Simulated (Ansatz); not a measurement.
# H4NF: the cost of one run

Program: Ansatz 0.2.0. Level of theory: DFT PBEsol, scalar-relativistic, plane waves, PAW. These are calculated values, not measurements.

## 1. The structure to begin with

The structure is hexagonal, space group P6_3mc (No. 186). The conventional cell has a = 4.432 Å, b = 4.432 Å, c = 7.177 Å, α = 90.00°, β = 90.00°, γ = 120.00°. H (site symmetry 3m) is surrounded by 1 N at 1.05 Å. Around H (site symmetry m) lie 1 N at 1.05 Å. Around N (site symmetry 3m) lie 4 H at 1.05 Å. F (site symmetry 3m) has 4 H at 1.65 to 1.66 Å as nearest neighbours.

As a file:

```cif
data_structure
_symmetry_space_group_name_H-M 'P 1'
_symmetry_Int_Tables_number 1
_cell_length_a 4.4321
_cell_length_b 4.4321
_cell_length_c 7.1769
_cell_angle_alpha 90.000
_cell_angle_beta 90.000
_cell_angle_gamma 120.000
_cell_volume 122.09
loop_
_atom_site_label
_atom_site_type_symbol
_atom_site_fract_x
_atom_site_fract_y
_atom_site_fract_z
_atom_site_occupancy
H1 H 0.33333 0.66667 0.22785 1
H2 H 0.66667 0.33333 0.72785 1
H3 H 0.46249 0.53751 0.42295 1
H4 H 0.92499 0.46249 0.92295 1
H5 H 0.46249 0.92499 0.42295 1
H6 H 0.53751 0.46249 0.92295 1
H7 H 0.07501 0.53751 0.42295 1
H8 H 0.53751 0.07501 0.92295 1
N1 N 0.33333 0.66667 0.37435 1
N2 N 0.66667 0.33333 0.87435 1
F1 F 0.33333 0.66667 0.99745 1
F2 F 0.66667 0.33333 0.49745 1
```

It is the result of an earlier relaxation at this level (volume 10.17 Å³/atom; gap on the mesh: 5.99 eV).

## 2. Relaxing with PBEsol

input.yaml reads:

```yaml
crystal:
  lattice:
    - [4.4321110495, 0.0, 0.0]
    - [-2.2160555248, 3.8383207613, 0.0]
    - [0.0, 0.0, 7.1769022815]
  atoms:
    - { symbol: H, position: [0.3333333333, 0.6666666667, 0.2278539416] }
    - { symbol: H, position: [0.6666666667, 0.3333333333, 0.7278539416] }
    - { symbol: H, position: [0.4624930038, 0.5375069962, 0.4229494331] }
    - { symbol: H, position: [0.9249860075, 0.4624930038, 0.9229494331] }
    - { symbol: H, position: [0.4624930038, 0.9249860075, 0.4229494331] }
    - { symbol: H, position: [0.5375069962, 0.4624930038, 0.9229494331] }
    - { symbol: H, position: [0.0750139925, 0.5375069962, 0.4229494331] }
    - { symbol: H, position: [0.5375069962, 0.0750139925, 0.9229494331] }
    - { symbol: "N", position: [0.3333333333, 0.6666666667, 0.3743494972] }
    - { symbol: "N", position: [0.6666666667, 0.3333333333, 0.8743494972] }
    - { symbol: F, position: [0.3333333333, 0.6666666667, -0.0025517381] }
    - { symbol: F, position: [0.6666666667, 0.3333333333, 0.4974482619] }
basis:
  ecutwfc: 420
kpoints:
  mp_grid: { grid: [6, 6, 4] }
hamiltonian:
  xc: pbesol
scf:
  occupations: { method: gaussian, width: 0.02 }
output:
  forces: true
  stress: true
  eigenvalues: true
  write_density: true
  write_potential: true
  elf: true
  volumetric_format: npy
relax:
  adjacent_minimum: "off"
  f_tol: 0.005
  max_steps: 50
  cell: { stress_tol: 0.05 }
```

Run with:

```
ansatz run input.yaml --threads 4 --pin off --max-ram 10240MiB --backend cpu --events-out ev --progress --plain --runs-dir out
```

Q: Estimate wall time and peak memory on 4 threads of Intel Xeon Platinum 8375C at 2.90GHz (Ice Lake), shared host.

About 20 s, with a peak of 0.48 GiB.
